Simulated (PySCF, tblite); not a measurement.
**C4H7BrO3Si: geometry, infrared bands and NMR shifts**

Wanted: the infrared bands and NMR shifts of C4H7BrO3Si (`O=C1OC[C@@H](CBr)[SiH2]O1`), by calculation.

Computed with tblite 0.8.0 and PySCF 2.14.0, with density-fitted response routines of our own, on a single molecule in the gas phase. Atoms count from 0, in the outputs and in this text.

## 1. The starting structure

16 atoms, charge 0, multiplicity 1; geometry from: force field or distance geometry start.

Bonds of the start (Å): O0–C1 1.24, C1–O2 1.40, O2–C3 1.39, C3–C4 1.51, C4–C5 1.50, C5–Br6 1.96, C4–Si7 1.86, Si7–O8 1.76, O8–C1 1.40, C3–H9 1.14, C3–H10 1.09, C4–H11 1.13, C5–H12 1.10, C5–H13 1.13, Si7–H14 1.47, Si7–H15 1.46.

## 2. Relaxing the molecule with GFN2-xTB

What the job is given:

```
{"job": {"kind": "relax", "xc": "GFN2-xTB", "basis": "xTB"}, "charge": 0, "multiplicity": 1}
O     -3.533800     0.984600     0.132100
C     -2.413700     0.474700     0.319600
O     -1.356600     1.235200     0.846400
C     -0.023200     0.833900     0.895000
C      0.473200     0.187900    -0.379200
C      1.946600    -0.068800    -0.400500
Br     2.915500     1.618800    -0.177600
Si    -0.549400    -1.363800    -0.531100
O     -2.130500    -0.873800     0.052400
H     -0.002600    -0.022600     1.653100
H      0.638200     1.615800     1.259400
H      0.230300     0.897200    -1.219700
H      2.198100    -0.506600    -1.377200
H      2.254400    -0.764000     0.435800
H     -0.030000    -2.385400     0.382400
H     -0.624100    -1.854000    -1.902400
```

On the command line:

```bash
OMP_NUM_THREADS=1 python probes_run.py task.json out
```

One launch serves the whole session: the jobs run in the order shown.

**Question.** This job is followed by: GFN2-xTB harmonic vibrations, gas phase; GIAO PBE0/pcSseg-1 NMR shielding, non-relativistic, gas phase. What will the session give for the following? strongest single infrared mode (GFN2-xTB); zero-point energy (GFN2-xTB); 13C shifts against TMS (PBE0/pcSseg-1); 1H shifts against TMS (PBE0/pcSseg-1); 17O shifts against H2O (PBE0/pcSseg-1); 79Br shifts against HBr (PBE0/pcSseg-1); 29Si shifts against TMS (PBE0/pcSseg-1).

**Answer**, as computed:

| quantity | value |
| --- | --- |
| strongest single infrared mode (GFN2-xTB) | 1825 cm⁻¹, 825 km/mol |
| zero-point energy (GFN2-xTB) | 67.5 kcal/mol |
| 13C shifts against TMS (PBE0/pcSseg-1) | 150.0, 72.1, 43.0, 31.2 ppm |
| 1H shifts against TMS (PBE0/pcSseg-1) | 5.24, 5.23, 4.88, 4.05, 3.70, 3.38, 1.93 ppm |
| 17O shifts against H2O (PBE0/pcSseg-1) | 349.6, 159.3, 129.6 ppm |
| 79Br shifts against HBr (PBE0/pcSseg-1) | 340 ppm |
| 29Si shifts against TMS (PBE0/pcSseg-1) | -18.1 ppm |

In words: The optimisation took 60 steps and gained 0.873 eV; among the close pairs (by a distance rule), Si7–O8 changed most, from 1.755 to 1.638 Å. No mode is imaginary among the 42: a minimum at this level. The strongest single mode, at 1825 cm⁻¹, moves mainly C1 and O0. Unscaled tight-binding wavenumbers are off by several per cent, some by more. Its intensities can rank the bands wrongly. C5 stands next to heavy halogen, whose spin-orbit shielding this run leaves out, so the computed shift lies too far downfield, most of all for carbon beside Br or I. At PBE0/pcSseg-1: Shielding is most anisotropic at Br6 (span 1324 ppm, paramagnetic term -840 ppm). Spin-orbit coupling is left out, which matters for shieldings and couplings at and beside the heavy atoms.
